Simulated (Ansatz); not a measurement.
# CH₅AlN₂O: a ladder of functionals and wavefunction methods

How much do the methods differ for CH₅AlN₂O? The plan is to run it at one geometry with functionals of several rungs and with coupled cluster. The yardstick is the atomisation energy at the CCSD(T) limit.

Computed with Ansatz 0.2.0, Gaussian basis. Level: functionals in def2-TZVPP, the program's frozen cores in correlated methods.

The runs, in order: PBE-D4, r2SCAN-D4, PBE0-D4, B3LYP-D4, ωB97X-V, ωB97M-V, B2PLYP; CCSD(T)/def2-TZVPP; MP2/def2-QZVPP; extrapolation to the limit.

## (1) Structure used throughout

An earlier PBE0-D4/def2-TZVP relaxation fixed the geometry.

SMILES `N=C(O)[NH][AlH2]`, 10 atoms, charge 0, spin multiplicity 1.

Atoms are counted from 1 here; the program's logs count them from 0.

Bond lengths: N1–C2 1.268 Å, N1–H6 1.014 Å, C2–O3 1.349 Å, C2–N4 1.377 Å, O3–H7 0.966 Å, N4–Al5 1.793 Å, N4–H8 1.011 Å, Al5–H9 1.577 Å, Al5–H10 1.577 Å. Angles: C2–N1–H6 112.5°, N1–C2–O3 119.3°, N1–C2–N4 129.7°, O3–C2–N4 111.0°, C2–O3–H7 105.4°, C2–N4–Al5 129.0°, C2–N4–H8 111.1°, Al5–N4–H8 119.9°, N4–Al5–H9 118.4°, N4–Al5–H10 115.3°, H9–Al5–H10 126.4°.

## (2) PBE-D4 (GGA)

in.yaml

```yaml
crystal:
  periodic: [false, false, false]
  atoms:
    - {symbol: N, position_ang: [0.334714, -0.680829, 1.562505]}
    - {symbol: C, position_ang: [0.250906, -0.892202, 0.314730]}
    - {symbol: O, position_ang: [0.491013, -2.131286, -0.162128]}
    - {symbol: N, position_ang: [-0.062643, -0.022604, -0.706165]}
    - {symbol: Al, position_ang: [-0.464819, 1.722258, -0.618625]}
    - {symbol: H, position_ang: [0.134650, 0.282745, 1.807380]}
    - {symbol: H, position_ang: [0.700031, -2.667920, 0.612828]}
    - {symbol: H, position_ang: [-0.047695, -0.491726, -1.601730]}
    - {symbol: H, position_ang: [-0.478483, 2.418674, 0.796763]}
    - {symbol: H, position_ang: [-0.774675, 2.411793, -2.002757]}
basis:
  gaussian: {orbitals: def2-TZVPP}
hamiltonian: {xc: pbe, dispersion: d4}
output: {forces: true, orbitals: {seedname: orbitals}}
```

On the command line:

```console
$ ansatz run in.yaml --threads 4 --pin off --events-out ev --progress --plain --max-ram 10444MiB
```

Further steps of the session: r2SCAN-D4 (meta-GGA); PBE0-D4 (hybrid); B3LYP-D4 (hybrid); ωB97X-V (range-separated); ωB97M-V (range-separated); B2PLYP (double hybrid); CCSD(T) in def2-TZVPP; MP2 in def2-QZVPP.

Q: Predict the results of all the runs planned. Wanted: atomisation energy, CCSD(T)/CBS; farthest; mean size of error, hybrid; mean size of error, range-separated; gap, smallest and largest; T1 diagnostic; triples share of the correlation energy.

As calculated:

| quantity | value |
| --- | --- |
| atomisation energy, CCSD(T)/CBS | 37.409 eV |
| functionals within 0.187 eV (0.5 %) | r2SCAN-D4, PBE0-D4, B3LYP-D4 |
| farthest | PBE-D4 (+1.193 eV) |
| mean size of error, hybrid | 0.093 eV |
| mean size of error, range-separated | 0.263 eV |
| gap, smallest and largest | 3.68 eV (PBE-D4), 9.96 eV (ωB97X-V) |
| T1 diagnostic | 0.0138 |
| triples share of the correlation energy | 4.0 % |

In words: PBE-D4 misses by +1.193 eV, or 0.133 eV for each of 9 bonds. Double hybrids carry the basis error of their MP2 part in triple zeta, and no dispersion term here, so their miss is partly the set-up's. The reference freezes the cores and leaves out relativity and excitations past (T), so misses under about 0.187 eV can't be ranked. Hartree-Fock recovers 66 % of the binding; the rest is correlation. The gap grows from 3.7 to 10.0 eV across the functionals, mostly with the share of exact exchange.
